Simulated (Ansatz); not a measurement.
VWC2:

```xyz
4
Lattice="1.5170 0.8759 4.9339 -1.5170 0.8759 4.9339 0.0000 -1.7517 4.9339" Properties=species:S:1:pos:R:3 pbc="T T T"
W     0.0000    0.0000    0.0000
V     0.0000    0.0000    7.4008
C     0.0000    0.0000    3.6485
C     0.0000    0.0000   11.1532
```

The cell comes from a database or a generator and needn't be the stable form of this composition.

```yaml
Program: Ansatz 0.2.0
Task: relaxation of cell and atoms
Functional: PBEsol
Dispersion: D4
Potentials_or_basis: Ansatz PAW
Cutoff: "420 eV (not typed: the program's choice for these potentials)"
k_mesh: 10 × 10 × 10
Occupations: fermi-dirac, width 0.05 eV
Spin: collinear spin, ferromagnetic start
Starting_moments: "[0.0, 2.0, 0.0, 0.0] μB"
```

At the start: volume 9.83 Å³/atom.

Task: Where does the relaxation end?

Result: It ends after 8 steps and the volume is 9.42 Å³/atom (-4.2 %); space group R-3m (No. 166, to 0.05 Å); moment 0.00 μB per cell.

Step by step:
| step | energy change (eV) | largest force (eV/Å) | volume (Å³) |
| --- | --- | --- | --- |
| 1 | 0.0000 | 0.0859 | 39.33 |
| 2 | -0.0748 | 0.3002 | 37.56 |
| 3 | -0.0785 | 0.0640 | 37.73 |
| 4 | -0.0788 | 0.0027 | 37.70 |
| 5 | -0.0788 | 0.0001 | 37.70 |
| 6 | -0.0758 | 0.0000 | 37.70 |
| 7 | -0.0759 | 0.0000 | 37.69 |
| 8 | -0.0758 | 0.0001 | 37.69 |

Final structure:
```xyz
4
Lattice="1.4967 0.8641 4.8569 -1.4967 0.8641 4.8569 0.0000 -1.7282 4.8569" Properties=species:S:1:pos:R:3 pbc="T T T"
W     0.0000    0.0000    0.0000
V     0.0000    0.0000    7.2853
C     0.0000    0.0000    3.5866
C     0.0000    0.0000   10.9840
```

Caveat: the plane-wave basis is chosen anew once the cell has moved, so the energies of steps on either side of that aren't comparable; the pressure holds a Pulay correction of +0.4 GPa for the finite cutoff; pairwise dispersion overbinds metals, which lowers pressure and volume; the PAW data sets come from PBE, with cores solved anew for the run's functional, which leaves a small shift of forces and pressure; the starting moments weren't kept.
